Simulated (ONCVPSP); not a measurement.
# Pseudopotential generation for Er: ONCV, LDA (Perdew-Wang 92)

Aim: build the potential from the settings below, then test how well it stands in for the atom: other configurations, scattering, ghost states and the plane-wave cutoff that it needs.

Method: ONCVPSP 4.0.1, LDA (Perdew-Wang 92), scalar-relativistic.

**1. The design**

Typed settings, in words:

| Property | Result |
| --- | --- |
| element | erbium (Er, Z = 68) |
| type | optimised norm-conserving Vanderbilt (ONCV) |
| frozen core | [Kr] 4d10 |
| valence charge | 22 |
| reference configuration | 4f12 5s2 5p6 6s2 |
| partial waves | 5s+6s: rc 2.00 bohr, ncon 5, nbas 9, qcut 7.5 1/bohr, 2 projectors; 5p: rc 2.45 bohr, ncon 4, nbas 8, qcut 5.3 1/bohr, 3 projectors, debl 1.6 Ha; d scattering state at 0.24 Ha: rc 2.10 bohr, ncon 4, nbas 7, qcut 4.6 1/bohr, 2 projectors, debl 2.9 Ha; 4f: rc 1.35 bohr, ncon 3, nbas 8, qcut 11.9 1/bohr, 2 projectors, debl 2.7 Ha |
| local potential | polynomial inside 1.30 bohr (lpopt 5, dvloc0 4 Ha) |
| core correction | Teter function fitted to the true core (icmod 2), fcfact 0.6 |

The outer shells as boxes (Hund's rule for the drawing; the calculation is spin-unpolarised):

```
[Kr] core
4d [↑↓][↑↓][↑↓][↑↓][↑↓]
4f [↑↓][↑↓][↑↓][↑↓][↑↓][↑ ][↑ ]
5s [↑↓]
5p [↑↓][↑↓][↑↓]
6s [↑↓]
```

**2. The generation run**

The input, Er.dat:

```
# ATOM AND REFERENCE CONFIGURATION
# atsym  z   nc   nv     iexc    psfile
  Er 68.00    9    4  -001012      upf
#
#   n    l    f
    1    0    2.00
    2    0    2.00
    2    1    6.00
    3    0    2.00
    3    1    6.00
    3    2   10.00
    4    0    2.00
    4    1    6.00
    4    2   10.00
    4    3   12.00
    5    0    2.00
    5    1    6.00
    6    0    2.00
#
# PSEUDOPOTENTIAL AND OPTIMIZATION
# lmax
    3
#
#   l,   rc,      ep,       ncon, nbas, qcut
    0    2.00    0.00    5    9    7.50
    1    2.45    0.00    4    8    5.30
    2    2.10    0.24    4    7    4.60
    3    1.35    0.00    3    8   11.90
#
# LOCAL POTENTIAL
# lloc, lpopt,  rc(5),   dvloc0
    4    5    1.30    4.00
#
# VANDERBILT-KLEINMAN-BYLANDER PROJECTORs
# l, nproj, debl
    0    2    3.80
    1    3    1.60
    2    2    2.90
    3    2    2.70
#
# MODEL CORE CHARGE
# icmod, fcfact, rcfact
    2    0.60    0.75
#
# LOG DERIVATIVE ANALYSIS
# epsh1, epsh2, depsh
   -3.00    5.00    0.02
#
# OUTPUT GRID
# rlmax, drl
    6.00    0.01
#
# TEST CONFIGURATIONS
# ncnf
    4
# nvcnf
#   n    l    f
    4
    4    3   12.00
    5    0    2.00
    5    1    6.00
    6    0    1.00
#
    4
    4    3   12.00
    5    0    2.00
    5    1    6.00
    6    0    0.00
#
    4
    4    3   11.00
    5    0    2.00
    5    1    6.00
    6    0    0.00
#
    4
    4    3   12.00
    5    0    1.00
    5    1    6.00
    6    0    2.00
#
```

Started as:

```sh
oncvpsp.x < Er.dat > Er.out
```

What does the calculation give? Wanted: cutoffs for 1 and 0.1 mHa per electron, occupied waves; bound ghosts; GHOST(+) flags; largest phase difference near zero energy, channels read; rms error of d²Exc/dn², without and with the model core; projector energies reset by the program.

The runs gave:

| quantity | value |
| --- | --- |
| cutoffs for 1 and 0.1 mHa per electron, occupied waves | 63 Ha and 71 Ha |
| bound ghosts | none found |
| GHOST(+) flags | s at 208 eV |
| largest phase difference near zero energy, channels read | 0.000 rad |
| rms error of d²Exc/dn², without and with the model core | 5.07 and 1.88 mHa |
| projector energies reset by the program | d: 0.050, 2.950 Ha |

What this shows: The potential is hard: the looser tolerance needs 63 Ha. At the looser tolerance the 4f wave is the slowest; 5s needs 19 Ha. It is free of bound ghosts as far as tested. Near zero energy the phases of the channels with partial waves agree within 0.001 rad. The program also flags highly localised states, GHOST(+) (s).
